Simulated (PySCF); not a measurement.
**AsSe⁺ with other numerical set-ups**

Which parts of the numerical set-up matter for AsSe⁺? Each run edits the base script.

Method: each script names its method and basis; program: PySCF 2.14.0.

1 further run of the same task is left out (it didn't finish).

## (1) The starting structure

AsSe⁺: 2 atoms, charge 1, spin multiplicity 1.

Bond lengths: As1–Se2 2.390 Å.

## (2) The run that the others are compared with

The input, input.py:

```python
from pyscf import gto, scf, mp

mol = gto.M(
    atom='As 0 0 0; Se 0 0 2.39',
    basis='ano-rcc-vdzp',
    charge=1,
    spin=0,
    verbose=3,
)
mf = scf.UHF(mol)
mf = mf.sfx2c1e()
mf = mf.density_fit(auxbasis='def2-universal-jkfit')
mf.kernel()
mp.MP2(mf, frozen=18).kernel()
mf.dip_moment()
print('orbital energies (hartree):', [e[max(0, n-3):n+3].round(4) for e, n in zip(mf.mo_energy, mol.nelec)])
```

The run is started by

```bash
python input.py
```

The log of this run is left out.

In short: E(SCF) = -4686.807929 Eh, E(MP2) − E(SCF) = -0.28525 Eh.

The bond length is a typed value, not an optimised one. The dipole of an ion depends on the origin.

## (3) Cc-pvdz-dk

Run 1 changes basis set: ano-rcc-vdzp → cc-pvdz-dk.

The input, input.py:

```python
from pyscf import gto, scf, mp

mol = gto.M(
    atom='As 0 0 0; Se 0 0 2.39',
    basis='cc-pvdz-dk',
    charge=1,
    spin=0,
    verbose=3,
)
mf = scf.UHF(mol)
mf = mf.sfx2c1e()
mf = mf.density_fit(auxbasis='def2-universal-jkfit')
mf.kernel()
mp.MP2(mf, frozen=18).kernel()
mf.dip_moment()
print('orbital energies (hartree):', [e[max(0, n-3):n+3].round(4) for e, n in zip(mf.mo_energy, mol.nelec)])
```

The run is started by

```bash
python input.py
```

## (4) Lanl2dz (core potential on, X2C off)

Run 2 changes basis set: ano-rcc-vdzp → lanl2dz; core potential: off → on; spin-free X2C: on → off; frozen orbitals: 18 → none. The core potential changes with it: totals don't compare.

The input, input.py:

```python
from pyscf import gto, scf, mp

mol = gto.M(
    atom='As 0 0 0; Se 0 0 2.39',
    basis='lanl2dz',
    ecp={'As': 'lanl2dz', 'Se': 'lanl2dz'},
    charge=1,
    spin=0,
    verbose=3,
)
mf = scf.UHF(mol)
mf = mf.density_fit(auxbasis='def2-universal-jkfit')
mf.kernel()
mp.MP2(mf).kernel()
mf.dip_moment()
print('orbital energies (hartree):', [e[max(0, n-3):n+3].round(4) for e, n in zip(mf.mo_energy, mol.nelec)])
```

## (5) Cartesian functions on

Run 3 changes Cartesian functions: off → on.

input.py: that of step 2 with these lines changed.

```diff
@@ -7,2 +7,3 @@
     spin=0,
+    cart=True,
     verbose=3,
```

Before running it: what results should come out? Wanted: for each run, E(SCF); from base; gap; after the SCF.

As calculated:

| run | E(SCF) (hartree) | from base (eV) | gap (eV) | functions | after the SCF |
| --- | --- | --- | --- | --- | --- |
| base | -4686.807929 | 0 | 8.27 | 54 | MP2 correlation -7.762 eV, core frozen |
| cc-pvdz-dk | -4686.593175 | +5.8438 | 8.27 | 54 | MP2 correlation -7.850 eV, core frozen |
| lanl2dz (core potential on, X2C off) | -14.609719 | not comparable | n/a | 16 | MP2 correlation -4.366 eV |
| Cartesian functions on | -4686.808414 | -0.0132 | 8.27 | n/a | MP2 correlation -7.941 eV, core frozen |

What this shows: Of the runs whose energies can be compared, “cc-pvdz-dk” moves the SCF energy most (+5.844 eV). cc-pvdz-dk (54 functions) gives an energy 5.84 eV higher than ano-rcc-vdzp (54).
